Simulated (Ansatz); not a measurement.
# BaIrO3: the cost of one run

Computed with Ansatz 0.2.0 (DFT PBEsol+U (U_eff = 3 eV on Ir d), plane waves, PAW, no spin–orbit coupling unless a run says so, unless a step's input says otherwise).

**1. Starting point**

Symmetry: Pm-3m, No. 221, cubic system. The conventional cell has a = 4.101 Å, b = 4.101 Å, c = 4.101 Å, α = 90.00°, β = 90.00°, γ = 90.00°. Ba (site symmetry m-3m) has 12 O at 2.90 Å as nearest neighbours. Around Ir (site symmetry m-3m) lie 6 O at 2.05 Å. O (site symmetry 4/mmm) is surrounded by 2 Ir at 2.05 Å and 4 Ba at 2.90 Å.

Structure file:

```
Ba Ir O
1.0
     4.10090    0.00000    0.00000
     0.00000    4.10090    0.00000
     0.00000    0.00000    4.10090
Ba Ir O
1 1 3
Direct
  0.00000 0.00000 0.00000
  0.50000 0.50000 0.50000
  0.00000 0.50000 0.50000
  0.50000 0.50000 0.00000
  0.50000 0.00000 0.50000
```

An earlier series on this cell reached its lowest free state from «total moment held at first, then free, 2.50 μB per cell», perhaps among other starts.

**2. No spin polarisation**

input.yaml reads:

```yaml
crystal:
  lattice:
    - [4.10090204, 0.0, 0.0]
    - [0.0, 4.10090204, 0.0]
    - [0.0, 0.0, 4.10090204]
  atoms:
    - { symbol: Ba, position: [0.0, 0.0, 0.0] }
    - { symbol: Ir, position: [0.5, 0.5, 0.5] }
    - { symbol: O, position: [0.0, 0.5, 0.5] }
    - { symbol: O, position: [0.5, 0.5, 0.0] }
    - { symbol: O, position: [0.5, 0.0, 0.5] }
basis:
  ecutwfc: 420
  ecutrho_ratio: 4
kpoints:
  mp_grid: { grid: [5, 5, 5] }
hamiltonian:
  xc: pbesol
  hubbard: { sites: [{ site: 1, l: d, u_eff: 3.0 }] }
scf:
  occupations: { method: gaussian, width: 0.05 }
  lower_state_search: "off"
  max_iter: 150
output:
  forces: true
  stress: true
  eigenvalues: true
  populations: true
  hubbard: { sites: [{ site: 1, l: d }] }
```

Launch:

```bash
> ansatz run input.yaml --threads 4 --pin off --max-ram 6144MiB --backend cpu --events-out ev --progress --plain --runs-dir out
```

What time and memory should one allow on 4 threads of Arm Neoverse V2, shared host?

About 1.1 s, with a peak of 0.38 GiB.
